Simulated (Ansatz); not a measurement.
# CH6BNO: the cost of one run

All numbers below are computed with Ansatz 0.2.0 (RHF/def2-SVP).

## 1. Starting point

Bond lengths: B1–O2 1.322 Å, O2–C3 1.422 Å, C3–N4 1.431 Å, B1–H5 1.182 Å, B1–H6 1.172 Å, C3–H7 1.097 Å, C3–H8 1.098 Å, N4–H9 1.015 Å, N4–H10 1.014 Å. Angles: B1–O2–C3 124.8°, O2–B1–H5 122.1°, O2–B1–H6 115.6°, H5–B1–H6 122.3°, O2–C3–N4 112.8°, O2–C3–H7 107.1°, O2–C3–H8 110.1°, N4–C3–H7 108.6°, N4–C3–H8 108.7°, H7–C3–H8 109.5°, C3–N4–H9 110.7°, C3–N4–H10 110.7°, H9–N4–H10 108.0°.

As a file:

```xyz
10

B    -0.8281    1.0689   -1.0981
O    -0.8013    0.2973   -0.0247
C     0.0888   -0.7947    0.1681
N     1.0125   -0.5738    1.2381
H    -0.1181    0.8814   -2.0248
H    -1.6006    1.9494   -1.0702
H    -0.5245   -1.6708    0.4110
H     0.6553   -0.9872   -0.7524
H     1.5972    0.2329    1.0456
H     0.5187   -0.4032    2.1074
```

## 2. End point A

File input.yaml:

```yaml
crystal:
  periodic: [false, false, false]
  atoms:
    - { symbol: B, position_ang: [-0.82809, 1.06887, -1.09811] }
    - { symbol: O, position_ang: [-0.80125, 0.29725, -0.02471] }
    - { symbol: C, position_ang: [0.08882, -0.79469, 0.1681] }
    - { symbol: "N", position_ang: [1.01249, -0.57384, 1.23811] }
    - { symbol: H, position_ang: [-0.11808, 0.8814, -2.02479] }
    - { symbol: H, position_ang: [-1.60059, 1.94938, -1.07017] }
    - { symbol: H, position_ang: [-0.52447, -1.67083, 0.41097] }
    - { symbol: H, position_ang: [0.65526, -0.98721, -0.75244] }
    - { symbol: H, position_ang: [1.5972, 0.23287, 1.04565] }
    - { symbol: H, position_ang: [0.5187, -0.4032, 2.10739] }
basis:
  gaussian: { orbitals: def2-SVP }
hamiltonian:
  xc: hf
relax:
  f_tol: 0.015
  max_steps: 40
output:
  orbitals: {}
```

Run with:

```console
> ansatz run input.yaml --threads 1 --pin off --max-ram 2048MiB --backend cpu --events-out ev --progress --plain --runs-dir out
```

What time and memory should one allow on 1 thread of Arm Neoverse V1, shared host?

About 22 s, with a peak of 0.15 GiB.
